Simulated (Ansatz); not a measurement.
**TiH+ (singlet): from Hartree-Fock to the top rungs, def2-TZVPP**

An exercise on one series of results from a longer session: the logs are not shown, and one member is left open.

The runs use Ansatz 0.2.0, Gaussian basis; def2-TZVPP, core rule «outside noble gas», up to 9 orbitals frozen.

To be run: UHF; CCSD(T) on RHF; CCSD(T) on UHF; CISD; CCSDT(Q) on RHF; CCSDT(Q) on UHF; Full CI.

17 further runs of the same task are left out: 8 for a known fault of the program, 2 that didn't finish, 7 set aside as unsound or not needed.

### What is computed

The geometry is a PBE0/def2-TZVP stationary point (not a proven minimum) of the parent state, kept for this charge and spin.

2 atoms, charge 1, spin multiplicity 1.

Atoms are counted from 1 here; the program's logs count them from 0.

Bond lengths: Ti1–H2 1.757 Å.

The first run:

File in.yaml:

```yaml
crystal:
  periodic: [false, false, false]
  atoms:
    - {symbol: Ti, position_ang: [0.000000, 0.000000, 0.000000]}
    - {symbol: H, position_ang: [0.000000, 0.000000, 1.756681]}
basis:
  gaussian: {orbitals: def2-TZVPP}
total_charge: 1
magnetization: {spin_polarized: true, initial_magnetization: 0}
hamiltonian: {xc: hf}
output: {orbitals: {seedname: orbitals}}
```

Launch:

```bash
ansatz run in.yaml --threads 1 --pin off --events-out ev --progress --plain --max-ram 2816MiB --backend cpu
```

Among the steps run: UHF; CCSD(T) on RHF; CCSD(T) on UHF; CISD; CCSDT(Q) on RHF; CCSDT(Q) on UHF; Full CI.

One of the session's tables, all rows but one given; the rest of the session is left out.

| method | from FCI (meV) |
| --- | --- |
| RHF | +2412.7 |
| RMP2 | +896.4 |
| CISD | +323.1 |
| RCCSD | ? |
| RCCSD(T) | +86.5 |
| RCCSDT | +11.8 |
| RCCSDT(Q) | +2.0 |
| FCI | 0 |

Q: Estimate the row for RCCSD from the others.

As computed: from FCI (meV): +194.2. In the column «from FCI (meV)» it lies between RCCSD(T) (+86.5) and CISD (+323.1).

Left out of the table: UHF, UMP2, UCCSD, UCCSD(T), UCCSDT, UCCSDT(Q) (another determinant or state than the rows shown).
